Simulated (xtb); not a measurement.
# GFN2-xTB run of CH2GeN (SMILES N#[C][GeH2])

Wanted: a geometry optimisation of CH2GeN. 

The calculation is run with xtb 6.7.1 later snapshot.

1 further run of the same task is left out (set aside as unsound or not needed).

## (1) The system as given

CH2GeN: 5 atoms, total charge 0, spin state doublet. SMILES: `N#[C][GeH2]`. The shape is that of a PBE0-D4/def2-TZVP optimisation. The run starts from this shape.

Bond lengths: N1–C2 1.154 Å, C2–Ge3 1.912 Å, Ge3–H4 1.534 Å, Ge3–H5 1.534 Å. Angles: N1–C2–Ge3 175.5°, C2–Ge3–H4 108.2°, C2–Ge3–H5 108.2°, H4–Ge3–H5 114.7°.

## (2) A structure relaxation at GFN2-xTB

geom.xyz reads:

```xyz
5

N      1.59070    -1.02930     1.29320
C      0.83840    -0.53590     0.57040
Ge    -0.31590     0.24140    -0.74010
H     -1.65890    -0.49800    -0.69590
H     -0.40430     1.74840    -0.46890
```

Started as:

```sh
$ xtb geom.xyz -o vtight --gfn 2 --uhf 1 --parallel 1 > geom.out
```

**Question.** What will come out? Wanted: total energy at the end; dipole moment; HOMO energy; LUMO energy; dispersion energy; mean polarisability.

Computed results:

Level: GFN2-xTB.

| quantity | value |
| --- | --- |
| total energy at the end | -7.90039 Eh |
| dipole moment | 3.25 D |
| HOMO energy (partly filled) | -10.23 eV |
| LUMO energy | -6.73 eV |
| dispersion energy | -5.76 kJ/mol |
| mean polarisability (D4 model) | 50.5 bohr³ |

What this shows: At the final geometry: Bond lengths: N1–C2 1.146 Å, C2–Ge3 1.936 Å, Ge3–H4 1.550 Å, Ge3–H5 1.550 Å. Angles: N1–C2–Ge3 179.0°, C2–Ge3–H4 101.0°, C2–Ge3–H5 101.0°, H4–Ge3–H5 103.6°. The optimisation took 11 steps and changed the energy by -0.123 eV. Mulliken charges run from -0.18 on N1 to +0.15 on Ge3.
